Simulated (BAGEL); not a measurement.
# CH5ClGa− (SMILES [CH3][GaH2-][Cl]): PBE0/6-31G(d) (density fitting with qzvpp-jkfit, spherical functions)

Aim: the energy change on altering one bond length of CH5ClGa− at PBE0/6-31G* (density fitting with qzvpp-jkfit, spherical functions), from 2 runs. 

The calculation is run with BAGEL 1.2.2.

2 further runs of the same task are left out: 1 that didn't finish, 1 set aside as unsound or not needed.

## 1. The system as given

CH5ClGa− has 8 atoms, charge -1, and is taken as a singlet. SMILES: `[CH3][GaH2-][Cl]`. The shape comes from GFN2-xTB, which is rough for such elements, and wasn't checked as a minimum.

Bond lengths: C1–Ga2 2.031 Å, Ga2–Cl3 2.138 Å, C1–H4 1.099 Å, C1–H5 1.099 Å, C1–H6 1.097 Å, Ga2–H7 1.568 Å, Ga2–H8 1.568 Å. Some angles: C1–Ga2–Cl3 108.5°, C1–Ga2–H7 113.7°, C1–Ga2–H8 113.8°, Cl3–Ga2–H7 106.1°, Cl3–Ga2–H8 106.4°, Ga2–C1–H4 112.1°, Ga2–C1–H5 111.9°, Ga2–C1–H6 113.8°, H7–Ga2–H8 107.8°, H4–C1–H5 105.9°.

## 2. A single-point energy at PBE0/6-31G(d) (density fitting with qzvpp-jkfit, spherical functions)

The input, input.json:

```json
{ "bagel" : [

{
  "title" : "molecule",
  "basis" : "6-31gs.json",
  "df_basis" : "qzvpp-jkfit",
  "angstrom" : "true",
  "geometry" : [
    { "atom" : "C", "xyz" : [   -0.637960,    0.871650,   -0.225700 ] },
    { "atom" : "Ga", "xyz" : [    0.489700,   -0.796190,    0.045540 ] },
    { "atom" : "Cl", "xyz" : [    1.480190,   -0.644310,    1.934430 ] },
    { "atom" : "H", "xyz" : [   -0.034200,    1.789090,   -0.191470 ] },
    { "atom" : "H", "xyz" : [   -1.400830,    0.983110,    0.557500 ] },
    { "atom" : "H", "xyz" : [   -1.175300,    0.892880,   -1.182260 ] },
    { "atom" : "H", "xyz" : [    1.621290,   -0.972240,   -1.025270 ] },
    { "atom" : "H", "xyz" : [   -0.342890,   -2.123990,    0.087220 ] }
  ]
},
{
  "title" : "ks",
  "xc_func" : "pbe0",
  "charge" : -1
},
{
  "title" : "print",
  "file" : "orbitals.molden",
  "orbitals" : "true"
}

]}
```

The basis set 6-31G* is read from a file made from the Basis Set Exchange's data (not shown).

On the command line:

```bash
$ BAGEL_NUM_THREADS=1 BAGEL input.json > input.out
```

Log:

```text
* using 1 threads per process

  ===============================================================
  ===============================================================

  *** Geometry ***

  { "atom" : "C", "xyz" : [     -1.205570,      1.647180,     -0.426511 ] },
  { "atom" : "Ga", "xyz" : [      0.925399,     -1.504581,      0.086058 ] },
  { "atom" : "Cl", "xyz" : [      2.797154,     -1.217569,      3.655543 ] },
  { "atom" : "H", "xyz" : [     -0.064629,      3.380890,     -0.361826 ] },
  { "atom" : "H", "xyz" : [     -2.647185,      1.857809,      1.053522 ] },
  { "atom" : "H", "xyz" : [     -2.220995,      1.687299,     -2.234148 ] },
  { "atom" : "H", "xyz" : [      3.063794,     -1.837267,     -1.937480 ] },
  { "atom" : "H", "xyz" : [     -0.647968,     -4.013759,      0.164822 ] },

  Number of auxiliary basis functions:      559

  Since a DF basis is specified, we compute 2- and 3-index integrals:
    o Being stored without compression. Storage requirement is 0.024 GB

  Number of basis functions:       74
  Number of electrons      :       59

    * METHOD: MOLECULE                             0.91

  *** Kohn-Sham DFT ***

    * Removing 13763 points whose weight is below 1.00e-10
    * Grid points: 105485

  === Nuclear Repulsion ===
   260.1902315708

       - DIIS with orbital gradients will be used.

  === KS iteration (pbe0 / 6-31gs.json) ===
      0      -2349.55201231          0.11900722           1.00
      1      -2152.01282219          0.20743695           0.95
      2      -2342.47644392          0.11693152           0.91
      3      -2317.84101209          0.21554705           0.93
      4      -2423.93509084          0.06530608           0.89
      5      -2401.31598389          0.28888605           0.81
      6      -2402.44675965          0.28604226           0.89
      7      -2372.41124226          0.23688050           0.91
      8      -2423.20806563          0.05494593           0.92
      9      -2425.11581617          0.02766298           0.84
     10      -2425.31185077          0.02483633           0.77
     11      -2425.49262431          0.00372418           0.85
     12      -2425.49724445          0.00127777           0.85
     13      -2425.49810386          0.00012240           0.80
     14      -2425.49811030          0.00005390           0.77
     15      -2425.49811138          0.00001527           0.85
     16      -2425.49811151          0.00000337           0.86
     17      -2425.49811151          0.00000272           0.84
     18      -2425.49811152          0.00000024           0.96
     19      -2425.49811152          0.00000008           1.02
     20      -2425.49811152          0.00000003           0.77
     21      -2425.49811152          0.00000001           0.89
    * SCF iteration converged.

    * Permanent dipole moment:
           (    0.356081,    -0.482279,     0.118608) a.u.

    * METHOD: KS                                  20.62

    * METHOD: PRINT                                0.01

  ===============================================================
```

Wall time 22 s (1 thread of Intel Xeon at 2.50GHz (Skylake/Cascade Lake), shared host); peak memory 0.43 GiB.

## 3. The distorted shape

The input, dft.json:

```json
{ "bagel" : [

{
  "title" : "molecule",
  "basis" : "6-31gs.json",
  "df_basis" : "qzvpp-jkfit",
  "angstrom" : true,
  "geometry" : [
    { "atom" : "C", "xyz" : [   -0.557340,    0.868465,   -0.082181 ] },
    { "atom" : "Ga", "xyz" : [    0.570320,   -0.799375,    0.189059 ] },
    { "atom" : "Cl", "xyz" : [    1.560810,   -0.647495,    2.077949 ] },
    { "atom" : "H", "xyz" : [    0.046420,    1.785905,   -0.047951 ] },
    { "atom" : "H", "xyz" : [   -1.320210,    0.979925,    0.701019 ] },
    { "atom" : "H", "xyz" : [   -1.175300,    0.892880,   -1.182260 ] },
    { "atom" : "H", "xyz" : [    1.701910,   -0.975425,   -0.881751 ] },
    { "atom" : "H", "xyz" : [   -0.262270,   -2.127175,    0.230739 ] }
  ]
},
{
  "title" : "ks",
  "xc_func" : "pbe0",
  "charge" : -1
},
{
  "title" : "print",
  "file" : "orbitals.molden",
  "orbitals" : true
}

]}
```

The basis set 6-31G* is read from a file made from the Basis Set Exchange's data (not shown).

On the command line:

```bash
$ BAGEL_NUM_THREADS=1 BAGEL dft.json > dft.out
```

Log:

```text
* using 1 threads per process

  ===============================================================
  ===============================================================

  *** Geometry ***

  { "atom" : "C", "xyz" : [     -1.053220,      1.641161,     -0.155300 ] },
  { "atom" : "Ga", "xyz" : [      1.077749,     -1.510600,      0.357270 ] },
  { "atom" : "Cl", "xyz" : [      2.949503,     -1.223588,      3.926755 ] },
  { "atom" : "H", "xyz" : [      0.087721,      3.374871,     -0.090614 ] },
  { "atom" : "H", "xyz" : [     -2.494835,      1.851790,      1.324734 ] },
  { "atom" : "H", "xyz" : [     -2.220995,      1.687299,     -2.234148 ] },
  { "atom" : "H", "xyz" : [      3.216144,     -1.843286,     -1.666268 ] },
  { "atom" : "H", "xyz" : [     -0.495618,     -4.019778,      0.436034 ] },

  Number of auxiliary basis functions:      559

  Since a DF basis is specified, we compute 2- and 3-index integrals:
    o Being stored without compression. Storage requirement is 0.024 GB

  Number of basis functions:       74
  Number of electrons      :       59

    * METHOD: MOLECULE                             0.97

  *** Kohn-Sham DFT ***

    * Removing 13549 points whose weight is below 1.00e-10
    * Grid points: 105699

  === Nuclear Repulsion ===
   259.4279676150

       - DIIS with orbital gradients will be used.

  === KS iteration (pbe0 / 6-31gs.json) ===
      0      -2349.76467110          0.11891753           0.98
      1      -2152.77750780          0.20725091           0.95
      2      -2342.90263359          0.10533913           1.01
      3      -2325.88782925          0.19997720           0.98
      4      -2359.95091529          0.15822717           1.04
      5      -2370.47289672          0.27215256           0.96
      6      -2368.29242047          0.26107850           1.02
      7      -2350.51554254          0.17266827           0.89
      8      -2343.60299590          0.13321082           1.02
      9      -2411.80694853          0.15366630           1.19
[... 17 lines of this table left out ...]
     27      -2425.48654767          0.00000034           0.93
     28      -2425.48654767          0.00000008           0.86
     29      -2425.48654767          0.00000003           0.82
     30      -2425.48654767          0.00000001           0.86
    * SCF iteration converged.

    * Permanent dipole moment:
           (    0.300511,    -0.468007,     0.032812) a.u.

    * METHOD: KS                                  30.35

    * METHOD: PRINT                                0.01

  ===============================================================
```

It took 32 s on 1 thread of Intel Xeon at 2.50GHz (Skylake/Cascade Lake), shared host; peak memory 0.43 GiB.

## 4. What came out

Level: PBE0/6-31G* (density fitting with qzvpp-jkfit, spherical functions).

| quantity | value |
| --- | --- |
| first shape: total energy | -2425.49811 Eh |
| first shape: HOMO energy | -2.00 eV |
| first shape: LUMO energy | 5.66 eV |
| first shape: HOMO–LUMO gap (to an unbound level, set by the basis) | 7.65 eV |
| distorted shape: total energy | -2425.48655 Eh |
| distorted shape: HOMO energy | -2.02 eV |
| distorted shape: LUMO energy | 5.71 eV |
| distorted shape: HOMO–LUMO gap (to an unbound level, set by the basis) | 7.73 eV |
| energy change with the C1–H6 bond stretched from 1.097 to 1.262 Å | 0.315 eV |

In words: With the C1–H6 bond stretched from 1.097 to 1.262 Å the energy rises by 0.31 eV (7.3 kcal/mol). The first shape isn't relaxed at this level, so the change isn't measured from a minimum.
